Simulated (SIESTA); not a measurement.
Ta in SIESTA: the effect of functional

Ta, a slab with vacuum:

```
CELL_PARAMETERS angstrom
2.86010 0.00000 0.00000
-0.95337 2.69653 0.00000
0.00000 0.00000 24.34105
ATOMIC_POSITIONS crystal
Ta 0.50000 0.50000 0.30812
Ta 0.00000 0.00000 0.40406
Ta 0.50000 0.50000 0.50000
Ta 0.00000 0.00000 0.59594
Ta 0.50000 0.50000 0.69188
```

Alike in all runs:

| Quantity | Value |
| --- | --- |
| Program | SIESTA 5.4.2 |
| Task | band structure |
| Basis | DZP (energy shift 0.003 Ry; two zetas on semicore shells) |
| Grid cutoff | 800 Ry |
| Energy shift | 0.003 Ry |
| k mesh | 10 × 10 × 1 |
| Occupations | fermi-dirac, width 0.05 eV |
| Spin | no spin polarisation |

| functional | potentials or basis | largest force (eV/Å) |
| --- | --- | --- |
| LDA | PseudoDojo 0.4 standard (LDA files) | 0.96 |
| PBEsol | PseudoDojo 0.4 standard (PBEsol files) | 0.66 |
| AM05 | PseudoDojo 0.4 standard (PBEsol files) | ? |
| WC | PseudoDojo 0.4 standard (PBEsol files) | 0.64 |
| PW91 | PseudoDojo 0.4 standard (PBE files) | 0.45 |
| revPBE | PseudoDojo 0.4 standard (PBE files) | 0.46 |
| RPBE | PseudoDojo 0.4 standard (PBE files) | 0.46 |
| BLYP | PseudoDojo 0.4 standard (PBE files) | 0.43 |

**Question.** What does the run with functional AM05 give?

**Answer.** Largest force 0.68 eV/Å.

Caveats: the potentials were made for another functional, which shifts forces and pressure (some runs).

Runs at the PBE level aren't shown here.
